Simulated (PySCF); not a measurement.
**A diatomic session: SiBi**

What are the lowest state that PBE0 finds, the bond length, vibrational wavenumber and bond energy of SiBi, and how much do these hang on the method?

Method: Si def2-SVP, Bi def2-SVP with ECP60, scalar-relativistic core potentials; program: PySCF 2.14.0.

**1. The job**

A driver script around PySCF takes these settings:

| Item | Value |
| --- | --- |
| atoms | Si, Bi |
| charge | 0 |
| basis | Si def2-SVP, Bi def2-SVP with ECP60 |
| Hamiltonian | scalar-relativistic core potentials |
| basis functions | 44 |
| electrons treated | 37 |
| masses in u | 27.9769, 208.9804 |
| levels | PBE0, PBE, r²SCAN, BP86, BHandHLYP, revPBE, ωB97X, HF, MP2, SCS-MP2, CCSD, CCSD(T) |
| grid | 80 radial by 434 angular points |
| occupations | held fixed by the projection of orbital angular momentum |
| dissociation limit | Si + Bi, each in its ground configuration |
| starting distance in angstrom | 2.575 |
| values of 2S to try | 1, 3, 5 |

Started as:

```sh
$ OMP_NUM_THREADS=1 python dia.py task.json out
```

After this run come: The PBE0 curve of the state that the search chose; Higher solutions at PBE0; PBE (GGA); r²SCAN (meta-GGA); BP86; BHandHLYP (global hybrid GGA); revPBE (GGA); ωB97X; UHF (mean field); MP2 and coupled cluster.

What does the calculation give? Wanted: for each run, Re; ωe; De; μ.

The runs gave:

Lowest PBE0 solution found, without spin–orbit coupling: ²Π (doublet), unpaired electrons π ↑. State 3 has its PBE0 minimum 1.04 eV higher. State 4 has its PBE0 minimum 1.38 eV higher, as a spin-mixed determinant (⟨S²⟩ = 1.76), so this is no gap between pure states. The other levels ran on the lowest alone.

```tsv
level	Re (Å)	ωe (cm⁻¹)	De (eV)	μ (D)
UHF-CCSD	2.487	372	1.70	n/a
UHF-CCSD(T)	2.507	354	1.94	n/a
PBE	2.498	366	2.86	0.73
revPBE	2.506	363	2.62	0.82
BP86	2.502	363	2.90	0.63
r²SCAN	2.477	375	2.45	0.76
PBE0	2.461	387	2.47	0.64
ωB97X	2.423	425	2.80	0.63
```

De is counted to Si + Bi in their ground configurations. A positive dipole means Si(−)Bi(+). No constants: UHF (the points don't follow one smooth fit); UHF-MP2 (the points don't follow one smooth fit); UHF-SCS-MP2 (the points don't follow one smooth fit); BHandHLYP (the points don't follow one smooth fit).

In words: The methods spread over 0.084 Å in bond length, from ωB97X to UHF-CCSD(T). Of the levels with a De here, UHF-CCSD gives the least (1.70 eV) and BP86 the most (2.90 eV).

Correlated steps freeze 9 core orbitals. Spin–orbit coupling is left out, which matters for elements this heavy, above all for dissociation energies. T1 is 0.025 near the minimum (highest on the curve 0.059), which may point to more than one leading configuration. With spin–orbit coupling the term label itself may not hold.
